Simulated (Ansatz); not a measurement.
# Cl6W: the cost of one run

Program: Ansatz 0.2.0, Gaussian basis. Level of theory: one geometry, several basis sets. These are calculated values, not measurements.

Plan: PBE0-D4/def2-SVP; ωB97M-V/def2-SVP; PBE0-D4/def2-QZVPP; ωB97M-V/def2-QZVPP; the functionals' def2-TZVPP values are taken from earlier runs.

## Step 1: Structure used throughout

All runs share one geometry, relaxed beforehand with PBE0-D4 in a triple-zeta def2 set. W takes the def2 core potential; no spin-orbit term is included.

SMILES `[Cl][W]([Cl])([Cl])([Cl])([Cl])[Cl]`, 7 atoms, charge 0, spin multiplicity 1.

Atoms are counted from 1 here; the program's logs count them from 0.

Bond lengths: Cl1–W2 2.287 Å, W2–Cl3 2.287 Å, W2–Cl4 2.287 Å, W2–Cl5 2.287 Å, W2–Cl6 2.287 Å, W2–Cl7 2.287 Å. Angles: Cl1–W2–Cl3 90.0°, Cl1–W2–Cl4 90.0°, Cl1–W2–Cl5 180.0°, Cl1–W2–Cl6 90.0°, Cl1–W2–Cl7 90.0°, Cl3–W2–Cl4 180.0°, Cl3–W2–Cl5 90.0°, Cl3–W2–Cl6 90.0°, Cl3–W2–Cl7 90.0°, Cl4–W2–Cl5 90.0°, Cl4–W2–Cl6 90.0°, Cl4–W2–Cl7 90.0°, Cl5–W2–Cl6 90.0°, Cl5–W2–Cl7 90.0°, Cl6–W2–Cl7 180.0°.

## Step 2: PBE0-D4 in def2-SVP

Contents of in.yaml:

```yaml
crystal:
  periodic: [false, false, false]
  atoms:
    - {symbol: Cl, position_ang: [-1.314492, -1.469937, 1.158998]}
    - {symbol: W, position_ang: [0.000002, 0.000000, 0.000001]}
    - {symbol: Cl, position_ang: [1.112910, 0.525001, 1.928126]}
    - {symbol: Cl, position_ang: [-1.112941, -0.525000, -1.928104]}
    - {symbol: Cl, position_ang: [1.314506, 1.469914, -1.159014]}
    - {symbol: Cl, position_ang: [-1.505065, 1.672019, 0.413514]}
    - {symbol: Cl, position_ang: [1.505090, -1.671997, -0.413519]}
basis:
  gaussian: {orbitals: def2-SVP}
hamiltonian: {xc: pbe0, dispersion: d4}
output: {orbitals: {seedname: orbitals}}
```

The run is started by

```bash
ansatz run in.yaml --threads 2 --pin off --events-out ev --progress --plain --max-ram 32768MiB --backend cpu
```

**Question.** How long does this run take on 2 threads of AMD EPYC 7R13, shared host, and how much memory does it need?

About 4.7 s, with a peak of 0.44 GiB.
